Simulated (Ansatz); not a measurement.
# C4H9NO2: the cost of one run

Computed with Ansatz 0.2.0 (the levels named in each step, unless a step's input says otherwise).

### 1 The system as given

Bond lengths: C1–N2 1.449 Å, N2–C3 1.449 Å, N2–C4 1.448 Å, O5–C6 1.149 Å, C6–O7 1.150 Å, C1–H8 1.090 Å, C1–H9 1.100 Å, C1–H10 1.089 Å, C3–H11 1.089 Å, C3–H12 1.089 Å, C3–H13 1.100 Å, C4–H14 1.089 Å, C4–H15 1.089 Å, C4–H16 1.100 Å. Angles (14 of 22 angles, heavy atoms first): C1–N2–C3 111.2°, C1–N2–C4 111.3°, C3–N2–C4 111.9°, O5–C6–O7 170.0°, N2–C1–H8 109.1°, N2–C1–H9 112.3°, N2–C1–H10 109.2°, N2–C3–H11 109.1°, N2–C3–H12 109.2°, N2–C3–H13 112.4°, N2–C4–H14 109.0°, N2–C4–H15 109.2°, N2–C4–H16 112.4°, H8–C1–H9 108.6°.

Coordinates:

```xyz
16

C    -1.0261    1.3601   -0.6523
N     0.0374    0.3815   -0.7629
C     1.3251    1.0235   -0.9375
C    -0.2350   -0.5754   -1.8155
O     0.7096    0.0010    1.8676
C    -0.0285   -0.7179    1.3592
O    -0.7789   -1.5246    1.0298
H    -1.9673    0.8444   -0.4641
H    -1.1335    1.9660   -1.5643
H    -0.8155    2.0247    0.1841
H     1.5256    1.6584   -0.0760
H     2.1009    0.2617   -0.9930
H     1.3672    1.6375   -1.8489
H    -1.1633   -1.0974   -1.5893
H     0.5714   -1.3058   -1.8539
H    -0.3268   -0.0986   -2.8023
```

### 2 A rough first relaxation, PBE-D4/def2-SVP

This run stands in another session on the same molecule. It ended at:

```xyz
16

C    -1.0356    1.3871   -0.6851
N     0.0363    0.4163   -0.8221
C     1.3362    1.0463   -0.9681
C    -0.2384   -0.5675   -1.8539
O     0.7305   -0.0604    2.0235
C    -0.0285   -0.8090    1.5228
O    -0.7962   -1.6265    1.1631
H    -1.9944    0.8655   -0.4870
H    -1.1734    2.0238   -1.5996
H    -0.8267    2.0621    0.1700
H     1.5437    1.6886   -0.0885
H     2.1290    0.2724   -1.0159
H     1.4186    1.6798   -1.8910
H    -1.1808   -1.1034   -1.6211
H     0.5773   -1.3179   -1.8886
H    -0.3353   -0.1180   -2.8778
```

### 3 Relaxation, HF/STO-3G

Contents of input.yaml:

```yaml
crystal:
  periodic: [false, false, false]
  atoms:
    - { symbol: C, position_ang: [-1.03561885, 1.38711893, -0.68511826] }
    - { symbol: "N", position_ang: [0.03633811, 0.41627976, -0.82212885] }
    - { symbol: C, position_ang: [1.33621906, 1.04627142, -0.96808487] }
    - { symbol: C, position_ang: [-0.23841931, -0.5674954, -1.85390717] }
    - { symbol: O, position_ang: [0.73046614, -0.0604145, 2.02352266] }
    - { symbol: C, position_ang: [-0.02846741, -0.80899311, 1.52282201] }
    - { symbol: O, position_ang: [-0.79620442, -1.62645946, 1.16310923] }
    - { symbol: H, position_ang: [-1.99437718, 0.8655439, -0.4869853] }
    - { symbol: H, position_ang: [-1.1734388, 2.02381704, -1.59964077] }
    - { symbol: H, position_ang: [-0.826658, 2.06208783, 0.17002601] }
    - { symbol: H, position_ang: [1.54369413, 1.68861221, -0.08846075] }
    - { symbol: H, position_ang: [2.12903549, 0.27239097, -1.01585374] }
    - { symbol: H, position_ang: [1.4185527, 1.67975187, -1.89100997] }
    - { symbol: H, position_ang: [-1.18075251, -1.10340399, -1.62112047] }
    - { symbol: H, position_ang: [0.57727856, -1.31793714, -1.88860762] }
    - { symbol: H, position_ang: [-0.33532772, -0.11795033, -2.87781214] }
basis:
  gaussian: { orbitals: STO-3G }
hamiltonian:
  xc: hf
relax:
  f_tol: 0.004
  max_steps: 150
```

The run is started by

```bash
> ansatz run input.yaml --threads 4 --pin off --max-ram 10240MiB --backend cpu --events-out ev --progress --plain --runs-dir out
```

**Question.** How long does this run take on 4 threads of Arm Neoverse V1, shared host, and how much memory does it need?

About 4.1 s, with a peak of 0.078 GiB.
